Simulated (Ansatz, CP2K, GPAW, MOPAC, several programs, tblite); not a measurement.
**NaScTe₂ (ordering on rocksalt) from semi-empirical methods to plane-wave DFT**

An ordered 4-atom cell of NaScTe₂ on the rocksalt lattice (P4/mmm), relaxed with r2SCAN in Ansatz, was computed with several methods. The symmetry is P4/mmm (No. 123, tetragonal); conventional cell a = 4.310 Å, c = 5.899 Å, 27.40 Å³ an atom. Around Na lie 6 Te at 2.95–3.05 Å; around Te lie 2 Na at 2.95 Å and 4 Sc at 3.05 Å; around Sc lie 6 Te at 2.95–3.05 Å; around Te lie 2 Sc at 2.95 Å and 4 Na at 3.05 Å. Spin-unpolarised throughout. Whether this structure exists isn't addressed.

Space group P4/mmm (No. 123). a = 4.310 Å, b = 4.310 Å, c = 5.899 Å, α = 90.00°, β = 90.00°, γ = 90.00°
```csv
atom,site,symmetry,x,y,z
Na,1a,4/mmm,0.0000,0.0000,0.0000
Te,1b,4/mmm,0.0000,0.0000,0.5000
Sc,1d,4/mmm,0.5000,0.5000,0.5000
Te,1c,4/mmm,0.5000,0.5000,0.0000
```

Gaps and times are for a single point on this cell; volume and bulk modulus come from each method's own relaxation or energy curve at fixed shape, which is too stiff where a cell has free coordinates or axes. Times are rough, from shared hosts (Arm Neoverse V2), and each method has its own mesh and cell size. A double dagger marks a value from a curve with shape and coordinates held. PM7 (MOPAC) and PM6 (MOPAC): levels, charges or heat of formation failed a check of plausibility, so no values are given. PM6 (MOPAC), PM7 (MOPAC), GFN1-xTB (tblite) treat a cluster of cells at its zone centre, which samples few k points: where these miss a band edge, the gap comes out too large for that reason alone. Gaps from k meshes are read at a limited set of points (mesh, symmetry points, PBE's band edges), so each method's own least gap may be somewhat smaller. xTB and the PM methods were fitted mostly to molecules, and can miss a solid's gap by electronvolts. Minimal bases can be far off for gaps. d marks a direct gap, i an indirect one (no mark: not told apart), a dash a value that wasn't computed or didn't pass its checks.

```tsv
method	kind	gap (eV)	own volume (Å³/atom)	bulk modulus (GPa)	atoms computed	processor time
light PBE (260 eV and a coarse mesh)	light plane-wave	overlap 0.05	–	–	4	1.7 s
PM7 (MOPAC)	semi-empirical	–	–	–	32	1.8 s
GFN1-xTB (tblite)	tight binding	0	–	–	32	1.9 s
PM6 (MOPAC)	semi-empirical	–	–	–	32	4.8 s
PBE	semilocal	overlap 0.30	27.65	44‡	4	6.2 s
PBE/SZV (CP2K)	small basis	overlap 0.25	28.03‡	45‡	4	14 s
r2SCAN	semilocal	overlap 0.10	27.40	48‡	4	18 s
PBE/DZVP (CP2K)	small basis	overlap 0.32	27.78‡	44‡	4	25 s
PBE/single zeta (GPAW)	small basis	overlap 0.05	–	–	4	40 s
```

Volumes against r2SCAN's: PBE +0.9 %.

Runs without a result: GFN2-xTB (tblite) (single point).

With PBE and r2SCAN the bands overlap or touch, or nearly. Semilocal functionals can close a real gap, so this doesn't show a metal; small gaps of other methods may in turn close between the points read or with spin-orbit coupling, and the solid may be a semimetal.

Spin-orbit coupling is left out, which matters wherever the heavy atoms make up the band edges.
